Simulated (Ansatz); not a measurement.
# MoPt (Pmma) in Ansatz: notebook

One crystal, MoPt, is run at these levels: PBEsol; tasks: single point.

Program: Ansatz 0.2.0. These are calculated values, not measurements. Logs are shortened: lines on timing, memory, paths and dates and some standing lists are left out, and cuts for length are marked.

## Step 1: The crystal as given

Symmetry: Pmma, No. 51, orthorhombic system. The conventional cell has a = 4.477 Å, b = 2.734 Å, c = 4.958 Å, α = 90.00°, β = 90.00°, γ = 90.00°. Pt (site symmetry mm2) is surrounded by 4 Pt at 2.73 to 2.76 Å and 8 Mo at 2.76 to 2.84 Å. Mo (site symmetry mm2) has 4 Mo at 2.73 to 2.75 Å and 8 Pt at 2.76 to 2.84 Å as nearest neighbours.

The cell comes from a database or a generator and needn't be the stable form of this composition.

## Step 2: Single point, PBEsol, 14.26 Å³/atom (volume scaled by 0.94)

input.yaml

```yaml
crystal:
  lattice:
    - [4.3852297995, 0.0, 0.0]
    - [0.0, 2.6779288113, 0.0]
    - [0.0, 0.0, 4.8571822104]
  atoms:
    - { symbol: Pt, position: [0.75, 0.5, 0.33727105] }
    - { symbol: Pt, position: [0.25, 0.5, 0.66272895] }
    - { symbol: Mo, position: [0.75, 0.0, 0.83824963] }
    - { symbol: Mo, position: [0.25, 0.0, 0.16175037] }
kpoints:
  mp_grid: { grid: [6, 10, 6] }
scf:
  occupations: { method: fermi_dirac, width: 0.05 }
hamiltonian:
  xc: pbesol
  pseudopotentials: { kind: all_electron, lapw: { basis_error: 0.001 } }
output:
  forces: true
  stress: true
  eigenvalues: true
```

Potentials or basis: all-electron LAPW, scalar-relativistic.

Started as:

```sh
$ ansatz run input.yaml --threads 2 --pin off --max-ram 8192MiB --backend cpu --events-out ev --progress --plain --runs-dir out
```

The log of the run:

```text
Warning: RAYON_NUM_THREADS=2 ignored (pool sized by the plan → 2); use --threads N
LAPW: plane waves up to 8.776 Å⁻¹, error target 1.0e-3 eV per atom; small_component_spin mean_spin; Mo in spheres of 1.339 Å, 30 of its electrons in bands, Dirac shells []; Pt in spheres of 1.339 Å, 42 of its electrons in bands, Dirac shells [] (how accurate: hamiltonian.pseudopotentials.lapw.basis_error, Limitations)
Engine: ansatz 0.2.0, aarch64-unknown-linux-gnu
Pseudopotentials: kind: all_electron
Pseudopotential: Pt, LAPW, valence charge 42, lapw/all_electron/scalar/gaussian/Pt, Koelling and Harmon's equation, gaussian nucleus
Pseudopotential: Mo, LAPW, valence charge 30, lapw/all_electron/scalar/gaussian/Mo, Koelling and Harmon's equation, gaussian nucleus
Functional definition: PBEsol
  exchange = pbesol_x
  correlation = pbesol_c
Crystal: 4 atoms, lattice volume = 57.040 Å³
Basis set: ecut = 293.409688835317 eV, 647 PW (Γ), exchange–correlation at level 2
Bands: 87, of which v1, the nominal top of the filled ones, is band 72 counted from 1 (71 counted from 0)
Symmetry: 8 space group operations
Space group: Pmma (ITA 51), of the structure as read, at distance tolerance 3.8e-5 Å
k-points: 96 of 360
Non-local potential: Pt, projectors of the file, none
Non-local potential: Mo, projectors of the file, none
Initial density: superposition of atomic densities (chi_scale 0.1, normalization cell, long waves kept (reshape's long-wave potential 0.00 eV rms))
Initial wavefunctions: plane waves of lowest kinetic energy (no species holds an atomic orbital)
Functional: x = pbesol(κ = 0.804, μ = 0.12345679012345678), c = pbesol(β = 0.046)
iter 1 solved again at ethr=1.74e-3 eV; its pass at ethr=1.00e-1 eV (dr2=2.51e0 eV) is discarded
SCF iter   1: F=—  HF=-1221879.004630 eV  |F-HF|=—  |Δ(HF+E_count)|=         —  Δρ=5.80e-2  dr2=2.51e0  ethr=1.74e-3  ⟨swp⟩=2.0  Hψ=50778  notcnv=0
preconditioner: auto → Kerker (q_TF=auto, 3.184 Å⁻¹)  [metal: Δε(μ)=0.023 eV  Ē_g=11.415 eV  σ=0.050 eV  W_gap=0.11  n_scr=38 (ndim 8)  ℏωp=27.8 eV  f_vac=0.000  D(μ)=1.94/eV (n_scr^D=10)]
SCF iter   2: F=—  HF=-1221877.025568 eV  |F-HF|=—  |Δ(HF+E_count)|=    1.98e0  Δρ=3.90e-2  dr2=1.41e0  ethr=1.74e-3  ⟨swp⟩=2.6  Hψ=25322  notcnv=0
SCF iter   3: F=—  HF=-1221876.418358 eV  |F-HF|=—  |Δ(HF+E_count)|=   6.07e-1  Δρ=2.19e-2  dr2=5.74e-1  ethr=9.80e-4  ⟨swp⟩=2.0  Hψ=23926  notcnv=0
SCF iter   4: F=—  HF=-1221876.302532 eV  |F-HF|=—  |Δ(HF+E_count)|=   1.16e-1  Δρ=1.31e-2  dr2=1.82e-1  ethr=3.99e-4  ⟨swp⟩=2.0  Hψ=22961  notcnv=0
SCF iter   5: F=—  HF=-1221876.269562 eV  |F-HF|=—  |Δ(HF+E_count)|=         —  Δρ=5.13e-3  dr2=3.37e-2  ethr=1.26e-4  ⟨swp⟩=2.0  Hψ=24826  notcnv=0
the basis was enlarged: its passes take 1.5 MiB over the memory plan, 2 of 2 planned eigensolver slots
SCF iter   6: F=—  HF=-1221876.264282 eV  |F-HF|=—  |Δ(HF+E_count)|=   5.28e-3  Δρ=1.84e-3  dr2=4.29e-3  ethr=2.34e-5  ⟨swp⟩=2.0  Hψ=24487  notcnv=0
iter 7 solved again at ethr=2.14e-7 eV; its pass at ethr=2.98e-6 eV (dr2=3.08e-4 eV) is discarded
SCF iter   7: F=—  HF=-1221876.263390 eV  |F-HF|=—  |Δ(HF+E_count)|=   8.92e-4  Δρ=6.97e-4  dr2=3.08e-4  ethr=2.14e-7  ⟨swp⟩=2.0  Hψ=41499  notcnv=0
SCF iter   8: F=—  HF=-1221876.263327 eV  |F-HF|=—  |Δ(HF+E_count)|=   6.33e-5  Δρ=2.82e-4  dr2=4.05e-5  ethr=2.14e-7  ⟨swp⟩=2.0  Hψ=24441  notcnv=0
SCF iter   9: F=—  HF=-1221876.263323 eV  |F-HF|=—  |Δ(HF+E_count)|=   4.06e-6  Δρ=5.24e-5  dr2=2.77e-6  ethr=2.82e-8  ⟨swp⟩=2.0  Hψ=24438  notcnv=0
SCF iter  10: F=—  HF=-1221876.263323 eV  |F-HF|=—  |Δ(HF+E_count)|=   3.53e-7  Δρ=2.20e-5  dr2=4.47e-7  ethr=1.93e-9  ⟨swp⟩=2.0  Hψ=24438  notcnv=0
SCF iter  11: F=—  HF=-1221876.263323 eV  |F-HF|=—  |Δ(HF+E_count)|=   1.08e-7  Δρ=1.09e-5  dr2=1.51e-7  ethr=3.11e-10  ⟨swp⟩=2.0  Hψ=24438  notcnv=0
SCF iter  12: F=-1221876.263323 eV  HF=-1221876.263323 eV  |F-HF|=1.21e-8  |Δ(HF+E_count)|=   1.40e-8  Δρ=3.71e-6  dr2=8.50e-9  ethr=1.05e-10  ⟨swp⟩=2.0  Hψ=24438  notcnv=0
SCF 1 converged in 12 iterations: F = -1221876.263323 eV  dr2 = 8.50e-9
SCF converged after 12 iterations
Free energy (F): -1221876.263323 eV
Harris-Foulkes:  -1221876.263323 eV  (|F-HF|=1.21e-8)
Internal energy: -1221876.239403 eV  (E = F + TS)
E sigma→0 (E₀):  -1221876.251363 eV
Entropy (-TS):   -0.023920 eV (-5.980 meV/atom)
Fermi energy:    28.648625 eV
--- Per-component energies (eV) ---
  E_band       = -14566.216510
  E_kinetic    = 1365592.573981
  E_xc         = -25734.785965
  E_electrostatic = -2561734.027419  (all electrons and nuclei)
  E_smearing   = -0.023920  (= −TS)
  E_closure    = 0.000000  (closes the sum)
  E_atoms      = -1221837.469057  (free atoms, spherical and without spin; not in F)
  Σ components = -1221876.263323   (vs F -1221876.263323, Δ=0.00e0)
  Basis errors (estimates in eV, not in F): energy 1.7e-4 per atom: plane waves 1.3e-4 (6.7e-5 summed), levels above the bands 7.8e-114, relativity 4.0e-8, radial functions 3.8e-5, core shells 3.1e-7; eigenvalues (radial functions only) 2.3e-6; not estimated: angular momenta, meshes, grids; target (lapw.basis_error) 1.0e-3; muffin-tin radii Mo 1.339 Å, Pt 1.339 Å
--- Forces (eV/Å), atoms counted from 1 ---
  atom   1  Pt     0.00000000     0.00000000    -0.07956673
  atom   2  Pt     0.00000000     0.00000000     0.07956673
  atom   3  Mo     0.00000000     0.00000000    -0.17676031
  atom   4  Mo     0.00000000     0.00000000     0.17676031
  max |Σ_I F_I| component: 0.00e0 eV/Å
--- Stress (GPa, compression-positive) ---
       15.344280       0.000000       0.000000
        0.000000      14.069606       0.000000
        0.000000       0.000000      13.398430
  P = ⅓ Tr σ = 14.2708 GPa (142.708 kbar)
--- Band table (eV; the first three rows and the last of 96) ---
  k-point 0: bands = ["-346.9601", "-346.9601", "-346.9496", "-346.9496", "-346.9330", "-346.9330", "-275.4617", "-275.4617", "-275.4447", "-275.4447", "-275.4341", "-275.4341", "-275.4250", "-275.4250", "-275.4241", "-275.4241", "-189.1302", "-189.1302", "-189.1253", "-189.1253", "-189.1182", "-189.1182", "-189.0920", "-189.0920", "-189.0813", "-189.0813", "-70.8804", "-70.8642", "-39.4040", "-39.4020", "-39.4017", "-39.4011", "-39.4006", "-39.4000", "-39.3866", "-39.3859", "-39.3823", "-39.3823", "-39.3743", "-39.3735", "-39.3703", "-39.3701", "-32.5132", "-32.3799", "-25.1793", "-25.0876", "-24.9938", "-24.9693", "-24.8888", "-24.8606", "-6.9057", "-6.7658", "-6.4721", "-6.2335", "-6.0276", "-5.9299", "18.7218", "20.8944", "21.3337", "22.0253", "22.0978", "24.6410", "24.8388", "24.8651", "25.0988", "25.2290", "25.7578", "26.0988", "26.2214", "26.6987", "26.7303", "27.0848", "28.9407", "30.3503", "30.5041", "30.8127", "31.4447", "31.7448", "32.9142", "33.9306", "36.1022", "39.6499", "39.9871", "40.9480", "41.0248", "41.6894", "42.0000"]
  k-point 1: bands = ["-346.9601", "-346.9601", "-346.9496", "-346.9496", "-346.9330", "-346.9330", "-275.4617", "-275.4617", "-275.4447", "-275.4447", "-275.4341", "-275.4341", "-275.4250", "-275.4250", "-275.4241", "-275.4241", "-189.1302", "-189.1302", "-189.1253", "-189.1253", "-189.1182", "-189.1182", "-189.0920", "-189.0920", "-189.0813", "-189.0813", "-70.8804", "-70.8642", "-39.4040", "-39.4020", "-39.4017", "-39.4011", "-39.4006", "-39.4000", "-39.3866", "-39.3859", "-39.3823", "-39.3823", "-39.3743", "-39.3735", "-39.3703", "-39.3701", "-32.5138", "-32.3800", "-25.1789", "-25.0866", "-24.9922", "-24.9697", "-24.8887", "-24.8607", "-6.9057", "-6.7675", "-6.4820", "-6.2339", "-6.0283", "-5.9299", "18.9556", "21.0218", "21.4351", "22.0613", "22.2499", "24.2383", "24.8899", "25.0194", "25.0725", "25.3548", "25.8661", "26.0239", "26.1455", "26.3289", "26.6999", "26.9522", "27.9960", "30.5113", "30.5560", "31.1053", "31.1988", "31.6271", "31.7656", "35.8062", "36.0313", "39.3032", "39.3290", "41.6625", "41.9802", "42.2112", "42.7353"]
  k-point 2: bands = ["-346.9601", "-346.9601", "-346.9496", "-346.9496", "-346.9330", "-346.9330", "-275.4617", "-275.4617", "-275.4447", "-275.4447", "-275.4341", "-275.4341", "-275.4250", "-275.4250", "-275.4241", "-275.4241", "-189.1302", "-189.1302", "-189.1253", "-189.1253", "-189.1182", "-189.1182", "-189.0920", "-189.0920", "-189.0813", "-189.0813", "-70.8803", "-70.8642", "-39.4040", "-39.4020", "-39.4017", "-39.4011", "-39.4006", "-39.4000", "-39.3866", "-39.3859", "-39.3823", "-39.3823", "-39.3743", "-39.3735", "-39.3703", "-39.3701", "-32.5151", "-32.3804", "-25.1782", "-25.0846", "-24.9888", "-24.9704", "-24.8885", "-24.8609", "-6.9056", "-6.7706", "-6.5020", "-6.2347", "-6.0297", "-5.9299", "19.5549", "21.1764", "21.7015", "22.1781", "22.6394", "23.6018", "24.8788", "24.9551", "25.0140", "25.6465", "25.7425", "25.9622", "25.9728", "26.1078", "26.5338", "26.6196", "27.1990", "29.6298", "30.0165", "30.4542", "30.5249", "31.8067", "33.5324", "35.5464", "37.7624", "38.3496", "39.5156", "42.7276", "43.0203", "43.2494", "45.0642"]
  k-point 95: bands = ["-346.9601", "-346.9601", "-346.9496", "-346.9496", "-346.9330", "-346.9330", "-275.4617", "-275.4617", "-275.4447", "-275.4447", "-275.4341", "-275.4341", "-275.4250", "-275.4250", "-275.4241", "-275.4241", "-189.1302", "-189.1302", "-189.1253", "-189.1253", "-189.1182", "-189.1182", "-189.0920", "-189.0920", "-189.0813", "-189.0813", "-70.8539", "-70.8539", "-39.4041", "-39.4041", "-39.4023", "-39.4023", "-39.4009", "-39.4009", "-39.3851", "-39.3851", "-39.3811", "-39.3811", "-39.3743", "-39.3743", "-39.3706", "-39.3706", "-32.3047", "-32.3047", "-25.2396", "-25.2396", "-25.1089", "-25.1089", "-24.9325", "-24.9325", "-7.0985", "-7.0985", "-6.7365", "-6.7365", "-6.1875", "-6.1875", "21.3683", "21.3683", "21.4031", "21.4031", "22.9823", "22.9823", "23.0455", "23.0455", "25.9911", "25.9911", "27.9294", "27.9294", "28.0730", "28.0730", "29.2165", "29.2165", "29.3455", "29.3455", "31.1681", "31.1681", "31.9502", "31.9502", "32.8921", "32.8921", "36.5659", "36.5659", "40.1092", "40.1092", "43.0267", "43.0267", "44.3221"]
```

Run time: 1.7 min. Hardware: 2 threads of Arm Neoverse V1, shared host; peak memory 1.3 GiB.

Results:

```yaml
Free_energy: -1221876.2633 eV
Pressure: 14.3 GPa
Largest_force: 0.177 eV/Å
Band_gap_on_the_k_mesh: none (metal or under the smearing width)
```

## Step 3: Single point, PBEsol, 14.56 Å³/atom (volume scaled by 0.96)

input.yaml, as its differences from that of step 2:

```diff
@@ -2,5 +2,5 @@
   lattice:
-    - [4.3852297995, 0.0, 0.0]
-    - [0.0, 2.6779288113, 0.0]
-    - [0.0, 0.0, 4.8571822104]
+    - [4.416112717, 0.0, 0.0]
+    - [0.0, 2.6967880863, 0.0]
+    - [0.0, 0.0, 4.891388846]
   atoms:
```

Potentials or basis: all-electron LAPW, scalar-relativistic.

Started as:

```sh
$ ansatz run input.yaml --threads 2 --pin off --max-ram 8192MiB --backend cpu --events-out ev --progress --plain --runs-dir out
```

It took 1.7 min on 2 threads of Arm Neoverse V1, shared host; peak memory 1.4 GiB.

The run converged. Its results:

* Free energy: -1221876.3426 eV
* Pressure: 6.8 GPa
* Largest force: 0.173 eV/Å
* Band gap on the k mesh: none (metal or under the smearing width)

## Step 4: Single point, PBEsol, 14.87 Å³/atom (volume scaled by 0.98)

input.yaml, as its differences from that of step 3:

```diff
@@ -2,5 +2,5 @@
   lattice:
-    - [4.416112717, 0.0, 0.0]
-    - [0.0, 2.6967880863, 0.0]
-    - [0.0, 0.0, 4.891388846]
+    - [4.4465696292, 0.0, 0.0]
+    - [0.0, 2.7153872125, 0.0]
+    - [0.0, 0.0, 4.9251236282]
   atoms:
```

Started as:

```sh
$ ansatz run input.yaml --threads 2 --pin off --max-ram 8192MiB --backend cpu --events-out ev --progress --plain --runs-dir out
```

It took 1.8 min on 2 threads of Arm Neoverse V1, shared host; peak memory 1.3 GiB.

The run converged. Its results:

```
Free energy            : -1221876.3688 eV
Pressure               : 0.2 GPa
Largest force          : 0.167 eV/Å
Band gap on the k mesh : none (metal or under the smearing width)
```

## Step 5: Single point, PBEsol, 15.17 Å³/atom

input.yaml, as its differences from that of step 4:

```diff
@@ -2,5 +2,5 @@
   lattice:
-    - [4.4465696292, 0.0, 0.0]
-    - [0.0, 2.7153872125, 0.0]
-    - [0.0, 0.0, 4.9251236282]
+    - [4.47661493, 0.0, 0.0]
+    - [0.0, 2.73373498, 0.0]
+    - [0.0, 0.0, 4.9584025]
   atoms:
```

Started as:

```sh
$ ansatz run input.yaml --threads 2 --pin off --max-ram 8192MiB --backend cpu --events-out ev --progress --plain --runs-dir out
```

Run time: 1.7 min. Hardware: 2 threads of Arm Neoverse V1, shared host; peak memory 1.3 GiB.

It converged, with:

```
Free energy            : -1221876.3477 eV
Pressure               : -5.7 GPa
Largest force          : 0.160 eV/Å
Band gap on the k mesh : none (metal or under the smearing width)
```

## Step 6: Single point, PBEsol, 15.47 Å³/atom (volume scaled by 1.02)

input.yaml, as its differences from that of step 5:

```diff
@@ -2,5 +2,5 @@
   lattice:
-    - [4.47661493, 0.0, 0.0]
-    - [0.0, 2.73373498, 0.0]
-    - [0.0, 0.0, 4.9584025]
+    - [4.5062622505, 0.0, 0.0]
+    - [0.0, 2.7518397128, 0.0]
+    - [0.0, 0.0, 4.9912405596]
   atoms:
```

Potentials or basis: all-electron LAPW, scalar-relativistic.

Started as:

```sh
$ ansatz run input.yaml --threads 2 --pin off --max-ram 8192MiB --backend cpu --events-out ev --progress --plain --runs-dir out
```

Run time: 1.7 min. Hardware: 2 threads of Arm Neoverse V1, shared host; peak memory 1.3 GiB.

It converged, with:

* Free energy: -1221876.2845 eV
* Pressure: -10.9 GPa
* Largest force: 0.152 eV/Å
* Band gap on the k mesh: none (metal or under the smearing width)

## Step 7: Single point, PBEsol, 15.78 Å³/atom (volume scaled by 1.04)

input.yaml, as its differences from that of step 6:

```diff
@@ -2,5 +2,5 @@
   lattice:
-    - [4.5062622505, 0.0, 0.0]
-    - [0.0, 2.7518397128, 0.0]
-    - [0.0, 0.0, 4.9912405596]
+    - [4.5355245136, 0.0, 0.0]
+    - [0.0, 2.7697093025, 0.0]
+    - [0.0, 0.0, 5.0236521208]
   atoms:
```

Started as:

```sh
$ ansatz run input.yaml --threads 2 --pin off --max-ram 8192MiB --backend cpu --events-out ev --progress --plain --runs-dir out
```

Run time: 1.7 min. Hardware: 2 threads of Arm Neoverse V1, shared host; peak memory 1.3 GiB.

The run converged. Its results:

* Free energy: -1221876.1842 eV
* Pressure: -15.5 GPa
* Largest force: 0.143 eV/Å
* Band gap on the k mesh: none (metal or under the smearing width)

## Step 8: Single point, PBEsol, 16.08 Å³/atom (volume scaled by 1.06)

input.yaml, as its differences from that of step 7:

```diff
@@ -2,5 +2,5 @@
   lattice:
-    - [4.5355245136, 0.0, 0.0]
-    - [0.0, 2.7697093025, 0.0]
-    - [0.0, 0.0, 5.0236521208]
+    - [4.5644139837, 0.0, 0.0]
+    - [0.0, 2.7873512387, 0.0]
+    - [0.0, 0.0, 5.0556507677]
   atoms:
```

Started as:

```sh
$ ansatz run input.yaml --threads 2 --pin off --max-ram 8192MiB --backend cpu --events-out ev --progress --plain --runs-dir out
```

Wall time 98 s (2 threads of Arm Neoverse V1, shared host); peak memory 1.3 GiB.

It converged, with:

```
Free energy            : -1221876.0508 eV
Pressure               : -19.6 GPa
Largest force          : 0.141 eV/Å
Band gap on the k mesh : none (metal or under the smearing width)
```

## Step 9: For comparison

An earlier run on the cell as given: functional PBEsol; potentials or basis all-electron LAPW, scalar-relativistic; cutoff 279 eV (chosen from the basis error); basis error allowed 0.001 eV/atom; k mesh 6 × 10 × 6; occupations fermi-dirac, width 0.05 eV; no spin polarisation.

* Pressure: -5.7 GPa
* Largest force: 0.160 eV/Å
* Band gap on the k mesh: none (metal or under the smearing width)
